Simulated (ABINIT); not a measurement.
Crystal: MgGe2.

```
Ge Mg
1.0
     5.52149   -1.84985    0.00000
     5.52149    1.84985    0.00000
    -3.21762    0.00000    6.00777
Ge Mg
4 2
Direct
  0.52923 0.52923 0.29362
  0.47077 0.47077 0.70638
  0.88039 0.88039 0.98544
  0.11961 0.11961 0.01456
  0.81529 0.81529 0.34925
  0.18471 0.18471 0.65075
```

The cell comes from a database or a generator and needn't be the stable form of this composition.

- Program: ABINIT 10.8.3 (patched build)
- Task: single point
- Functional: PBEsol
- Potentials or basis: JTH PAW PBE v2.0
- Cutoff: 599 eV
- k mesh: 8 × 8 × 5
- Occupations: fermi-dirac, width 0.05 eV
- Spin: no spin polarisation

On this cell: pressure -3.0 GPa; largest force 0.149 eV/Å; band gap on the k mesh none (metal or under the smearing width).

The same run follows on a disturbed copy (atoms moved at random, drawn with an rms of 0.05 Å):

```
CELL_PARAMETERS angstrom
5.52149 -1.84985 0.00000
5.52149 1.84985 0.00000
-3.21762 0.00000 6.00777
ATOMIC_POSITIONS crystal
Ge 0.53394 0.52977 0.29943
Ge 0.46608 0.47817 0.70364
Ge 0.88063 0.87714 0.98763
Ge 0.11916 0.12319 0.02039
Mg 0.80909 0.81709 0.35203
Mg 0.17874 0.18413 0.65293
```

Q: What changes?

A: The energy (extrapolated to zero smearing) moves by +2.9 meV/atom; pressure -3.3 GPa; largest force 0.333 eV/Å; band gap on the k mesh none (metal or under the smearing width).

Forces on the atoms (eV/Å):
```
Ge  -0.224  0.030 -0.245
Ge   0.085 -0.038  0.201
Ge   0.240  0.003  0.166
Ge  -0.255  0.025 -0.186
Mg   0.052 -0.003  0.001
Mg   0.102 -0.017  0.063
```

Stress tensor (GPa, compression positive):
```
-3.50  0.02  0.10
 0.02 -2.49  0.08
 0.10  0.08 -3.87
```

Caveats: the PAW data sets were made with another functional, which shifts forces and pressure a little.
